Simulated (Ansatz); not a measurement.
# C4H13BSi: the cost of one run

All numbers below are computed with Ansatz 0.2.0 (RKS r2SCAN/6-31G*).

### 1 Starting point

Bond lengths (14 of 18 bonds, heavy atoms first): C1–C2 1.573 Å, C2–C3 1.510 Å, C2–C4 1.526 Å, C2–B5 1.606 Å, B5–Si6 1.963 Å, C1–H7 1.068 Å, C1–H8 1.112 Å, C1–H9 1.136 Å, C3–H10 1.105 Å, C3–H11 1.112 Å, C3–H12 1.156 Å, C4–H13 1.109 Å, C4–H14 1.207 Å, C4–H15 1.092 Å. Angles (14 of 33 angles, heavy atoms first): C1–C2–C3 107.6°, C1–C2–C4 110.9°, C1–C2–B5 113.8°, C3–C2–C4 106.2°, C3–C2–B5 108.5°, C4–C2–B5 109.5°, C2–B5–Si6 124.8°, C2–C1–H7 110.8°, C2–C1–H8 105.5°, C2–C1–H9 109.1°, C2–C3–H10 113.8°, C2–C3–H11 111.8°, C2–C3–H12 112.5°, C2–C4–H13 114.3°.

Coordinates:

```xyz
19

C     0.0526   -1.5013    0.3190
C     0.3556   -0.1278   -0.3847
C     1.8326    0.1482   -0.2307
C     0.0933   -0.2142   -1.8855
B    -0.4603    1.1107    0.2323
Si   -1.7481    0.9801    1.7083
H     0.6058   -2.2921   -0.1394
H    -1.0393   -1.6681    0.1872
H     0.2533   -1.4011    1.4329
H     2.1608    1.0926   -0.7021
H     2.4523   -0.6801   -0.6376
H     2.1530    0.2378    0.8761
H     0.2370    0.7410   -2.4302
H    -1.0928   -0.4027   -2.0100
H     0.5803   -1.0743   -2.3509
H    -0.2732    2.2324   -0.1752
H    -1.0630    0.4484    2.8972
H    -2.8498    0.0828    1.3217
H    -2.2920    2.2835    2.0282
```

### 2 End point A

input.yaml reads:

```yaml
crystal:
  periodic: [false, false, false]
  atoms:
    - { symbol: C, position_ang: [0.0526, -1.5013, 0.319] }
    - { symbol: C, position_ang: [0.3556, -0.1278, -0.3847] }
    - { symbol: C, position_ang: [1.8326, 0.1482, -0.2307] }
    - { symbol: C, position_ang: [0.0933, -0.2142, -1.8855] }
    - { symbol: B, position_ang: [-0.4603, 1.1107, 0.2323] }
    - { symbol: Si, position_ang: [-1.7481, 0.9801, 1.7083] }
    - { symbol: H, position_ang: [0.6058, -2.2921, -0.1394] }
    - { symbol: H, position_ang: [-1.0393, -1.6681, 0.1872] }
    - { symbol: H, position_ang: [0.2533, -1.4011, 1.4329] }
    - { symbol: H, position_ang: [2.1608, 1.0926, -0.7021] }
    - { symbol: H, position_ang: [2.4523, -0.6801, -0.6376] }
    - { symbol: H, position_ang: [2.153, 0.2378, 0.8761] }
    - { symbol: H, position_ang: [0.237, 0.741, -2.4302] }
    - { symbol: H, position_ang: [-1.0928, -0.4027, -2.01] }
    - { symbol: H, position_ang: [0.5803, -1.0743, -2.3509] }
    - { symbol: H, position_ang: [-0.2732, 2.2324, -0.1752] }
    - { symbol: H, position_ang: [-1.063, 0.4484, 2.8972] }
    - { symbol: H, position_ang: [-2.8498, 0.0828, 1.3217] }
    - { symbol: H, position_ang: [-2.292, 2.2835, 2.0282] }
basis:
  gaussian: { orbitals: "6-31G*" }
hamiltonian:
  xc: r2scan
relax:
  f_tol: 0.015
  max_steps: 40
output:
  orbitals: {}
```

On the command line:

```sh
> ansatz run input.yaml --threads 2 --pin off --max-ram 3072MiB --backend cpu --events-out ev --progress --plain --runs-dir out
```

Q: Estimate wall time and peak memory on 2 threads of Arm Neoverse V2, shared host.

About 43 s, with a peak of 0.21 GiB.
